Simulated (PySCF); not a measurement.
# A diatomic session: MgHg

An exercise on one series of results from a longer session: the logs are not shown, and one member is left open.

The runs use PySCF 2.14.0; Mg cc-pVDZ, Hg cc-pVDZ-PP with ECP60, scalar-relativistic core potentials.

The first run:

A driver script around PySCF takes these settings:

```
atoms                         : Mg, Hg
charge                        : 0
basis                         : Mg cc-pVDZ, Hg cc-pVDZ-PP with ECP60
Hamiltonian                   : scalar-relativistic core potentials
basis functions               : 56
electrons treated             : 32
masses in u                   : 23.9850, 201.9706
levels                        : PBE0, PBE, r²SCAN, TPSSh, B2PLYP, B97-3, CAM-B3LYP, HF, MP2, SCS-MP2, CCSD, CCSD(T)
grid                          : 80 radial by 434 angular points
occupations                   : held fixed by the projection of orbital angular momentum
dissociation limit            : Mg + Hg, each in its ground configuration
starting distance in angstrom : 2.730
values of 2S to try           : 0, 2
```

Command:

```console
$ OMP_NUM_THREADS=1 python dia.py task.json out
```

Steps of the session up to this table: The job; First curve: PBE0; Other states along the same grid; PBE (GGA); r²SCAN (meta-GGA); TPSSh (hybrid meta-GGA); B2PLYP (double hybrid); B97-3 (global hybrid GGA); CAM-B3LYP (range-separated hybrid); RHF (mean field); Correlated methods on the Hartree–Fock reference.

One of the session's tables, all rows but one given; the rest of the session is left out.

It belongs to the step «The curves together». Energy (eV) from each level's lowest point:

```
R (Å)    RHF  RHF-MP2  RHF-SCS-MP2  RHF-CCSD  RHF-CCSD(T)
3.008  0.325    0.076        0.125       n/a          n/a
3.148  0.239    0.040        0.079     0.098        0.067
3.288      ?        ?            ?         ?            ?
3.393  0.140    0.010        0.033     0.045        0.025
3.498  0.111    0.004        0.022     0.032        0.016
3.603  0.087    0.001        0.014     0.022        0.009
3.743  0.061    0.000        0.007     0.012        0.004
3.918  0.038    0.001        0.002     0.005        0.001
4.128  0.017    0.005        0.000     0.000        0.000
4.407  0.000    0.011        0.000       n/a          n/a
```

Q: Estimate the row for R (Å) = 3.288 from the others.

Worked estimate for «RHF». A straight line through the neighbours (3.148, 0.239) and (3.393, 0.140) gives 0.239 + (0.140 − 0.239) × (3.288 − 3.148) / (3.393 − 3.148) = 0.182; a parabola fitted to 4 rows on both sides gives 0.175.

**Answer.** RHF: 0.177; RHF-MP2: 0.019; RHF-SCS-MP2: 0.048; RHF-CCSD: 0.063; RHF-CCSD(T): 0.039. In «RHF» the line misses by +0.005 and the parabola by -0.002.

To keep in mind: The bond is weak, and basis-set superposition, which was not computed, may be a sizeable part of it.
